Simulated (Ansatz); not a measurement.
# NaMg2Cl5: the cost of one run

Method: DFT PBE, scalar-relativistic, plane waves, PAW, in Ansatz 0.2.0.

## Step 1: The system as given

The cell holds 24 atoms (Cl15Mg6Na3): a = 8.493 Å, b = 8.385 Å, c = 8.438 Å, α = 89.37°, β = 86.00°, γ = 91.90°.

It is the last frame of an earlier stage of the same melt, run at 1150 K.

As a file:

```cif
data_structure
_symmetry_space_group_name_H-M 'P 1'
_symmetry_Int_Tables_number 1
_cell_length_a 8.4931
_cell_length_b 8.3848
_cell_length_c 8.4379
_cell_angle_alpha 89.374
_cell_angle_beta 86.000
_cell_angle_gamma 91.902
_cell_volume 599.04
loop_
_atom_site_label
_atom_site_type_symbol
_atom_site_fract_x
_atom_site_fract_y
_atom_site_fract_z
_atom_site_occupancy
Na1 Na 0.64424 0.32406 0.00786 1
Na2 Na 0.96761 0.45670 0.52608 1
Na3 Na 0.27568 0.11188 0.84120 1
Cl1 Cl 0.01737 0.13033 0.65157 1
Cl2 Cl 0.15918 0.62683 0.35812 1
Cl3 Cl 0.85839 0.85241 0.34407 1
Cl4 Cl 0.44927 0.86899 0.38095 1
Cl5 Cl 0.77980 0.02154 0.97017 1
Cl6 Cl 0.63108 0.60058 0.18186 1
Cl7 Cl 0.33902 0.34344 0.57639 1
Cl8 Cl 0.17965 0.91065 0.05601 1
Cl9 Cl 0.70445 0.24064 0.42619 1
Cl10 Cl 0.38701 0.71036 0.90434 1
Cl11 Cl 0.40876 0.18897 0.11993 1
Cl12 Cl 0.69691 0.60730 0.64491 1
Cl13 Cl 0.06339 0.26811 0.28947 1
Cl14 Cl 0.06746 0.38882 0.92222 1
Cl15 Cl 0.54251 0.02034 0.68955 1
Mg1 Mg 0.78227 0.00827 0.55705 1
Mg2 Mg 0.43008 0.16796 0.41431 1
Mg3 Mg 0.56042 0.85121 0.08284 1
Mg4 Mg 0.48862 0.58457 0.49329 1
Mg5 Mg 0.95366 0.06246 0.20478 1
Mg6 Mg 0.17346 0.60720 0.06115 1
```

## Step 2: Langevin stage at 640 K

One k point, a Fermi-Dirac width of 0.055 eV and a fixed cell.

input.yaml reads:

```yaml
crystal:
  lattice:
    - [8.486763, -0.140951, 0.295877]
    - [-0.140951, 8.383447, 0.04842]
    - [0.295877, 0.04842, 8.4326]
  atoms:
    - { symbol: Na, position: [0.6442442412, 0.3240595811, 0.0078623251] }
    - { symbol: Na, position: [0.9676129841, 0.4567038682, 0.5260819706] }
    - { symbol: Na, position: [0.2756754552, 0.1118843906, 0.8411989589] }
    - { symbol: Cl, position: [0.0173678541, 0.1303341114, 0.6515663968] }
    - { symbol: Cl, position: [0.1591841927, 0.6268305131, 0.3581172154] }
    - { symbol: Cl, position: [0.8583922762, 0.8524132538, 0.3440687336] }
    - { symbol: Cl, position: [0.4492656262, 0.8689859634, 0.3809539022] }
    - { symbol: Cl, position: [0.7798030472, 0.0215440042, 0.9701660394] }
    - { symbol: Cl, position: [0.6310750882, 0.600582356, 0.181860866] }
    - { symbol: Cl, position: [0.3390194054, 0.3434411562, 0.5763930446] }
    - { symbol: Cl, position: [0.1796489055, 0.9106496147, 0.0560066536] }
    - { symbol: Cl, position: [0.7044491106, 0.2406432077, 0.4261938681] }
    - { symbol: Cl, position: [0.3870132902, 0.7103552347, 0.9043430575] }
    - { symbol: Cl, position: [0.4087576289, 0.1889722667, 0.1199259827] }
    - { symbol: Cl, position: [0.6969120764, 0.6073040221, 0.6449059714] }
    - { symbol: Cl, position: [0.0633936485, 0.2681105968, 0.2894719494] }
    - { symbol: Cl, position: [0.0674574862, 0.3888155476, 0.9222235965] }
    - { symbol: Cl, position: [0.5425137082, 0.0203438878, 0.6895496901] }
    - { symbol: Mg, position: [0.7822721459, 0.0082661141, 0.5570493019] }
    - { symbol: Mg, position: [0.4300833142, 0.1679643078, 0.4143109627] }
    - { symbol: Mg, position: [0.5604205452, 0.8512068064, 0.0828414861] }
    - { symbol: Mg, position: [0.4886215359, 0.5845704136, 0.4932872103] }
    - { symbol: Mg, position: [0.9536592282, 0.0624622386, 0.2047759129] }
    - { symbol: Mg, position: [0.1734639279, 0.6071996063, 0.0611453683] }
  symmetry: { detect: false }
basis:
  ecutwfc: 420
  xc_grid: 1
kpoints:
  mp_grid: { grid: [1, 1, 1], shift: [0.0, 0.0, 0.0] }
hamiltonian:
  xc: pbe
scf:
  occupations: { method: fermi_dirac, width: 0.0552 }
  lower_state_search: "off"
  convergence: { dr2_threshold: 1.0e-05 }
output:
  forces: true
  stress: true
md:
  timestep: 3.0
  n_steps: 197
  ensemble: nvt_langevin
  friction: 0.03
  temperature: 640.0
  initial_velocities: maxwell_boltzmann
  seed: 26638
```

The run is started by

```console
$ ansatz run input.yaml --threads 2 --pin off --max-ram 5120MiB --backend cpu --events-out ev --progress --plain --runs-dir out
```

**Question.** How long does this run take on 2 threads of Arm Neoverse V1, shared host, and how much memory does it need?

About 5.5 min, with a peak of 0.55 GiB.
